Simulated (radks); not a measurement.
# Polarisabilities and dispersion coefficients of Kr, Rb⁺, Sr²⁺ and others

One table from this session's results is given with a row withheld; the runs are named, their logs left out.

Program: radks (a radial shooting solver on a logarithmic mesh, Libxc functionals) version 1. Level of theory: non-relativistic Kohn-Sham, LDA (Slater exchange, Perdew-Wang correlation), spin-polarised, spherical densities, point nucleus. These are calculated values, not measurements, unless marked.

## What is computed

| Item | Value |
| --- | --- |
| species | Kr ([Kr]), Rb⁺ ([Kr]), Sr²⁺ ([Kr]), Zr⁴⁺ ([Kr]), Nb⁵⁺ ([Kr]), Mo⁶⁺ ([Kr]), Tc⁷⁺ ([Kr]), Ru⁸⁺ ([Kr]) |

Set-up of the first run:

Input:

```text
Z 36
configuration [Kr]
relativity non-relativistic
functional lda,pw
spin polarised
nucleus point
response adiabatic LDA kernel
```

Among the steps run: Kr, [Kr]; Rb⁺, [Kr]; Sr²⁺, [Kr]; Zr⁴⁺, [Kr]; Nb⁵⁺, [Kr]; Mo⁶⁺, [Kr]; Tc⁷⁺, [Kr]; Ru⁸⁺, [Kr].

One of the session's tables, all rows but one given; the rest of the session is left out.

```
species  −ε(HOMO) (eV)  α (bohr³)  α uncoupled (bohr³)  C6 (hartree bohr⁶)  C8 (hartree bohr⁸)
     Kr          9.422      18.04                27.78               140.8                4612
    Rb⁺              ?          ?                    ?                   ?                   ?
   Sr²⁺         36.588      5.997                9.541               29.92               520.7
   Zr⁴⁺         72.658      3.045                4.879               10.99               129.2
   Nb⁵⁺         93.712      2.326                3.730               7.328               73.44
   Mo⁶⁺         116.69      1.831                2.936               5.093               44.25
   Tc⁷⁺         141.56      1.475                2.363               3.657               27.90
   Ru⁸⁺         168.28      1.210                1.937               2.696               18.24
```

Q: Estimate the row for Rb⁺ from the others.

**Answer.** −ε(HOMO) (eV): 21.787; α (bohr³): 9.514; α uncoupled (bohr³): 14.98; C6 (hartree bohr⁶): 58.02; C8 (hartree bohr⁸): 1315. In the column «−ε(HOMO) (eV)» it lies between Kr (9.422) and Sr²⁺ (36.588).

What this shows: Uncoupled leaves out the potential induced by the response; C8 is given only where no p, d or f shell is open.
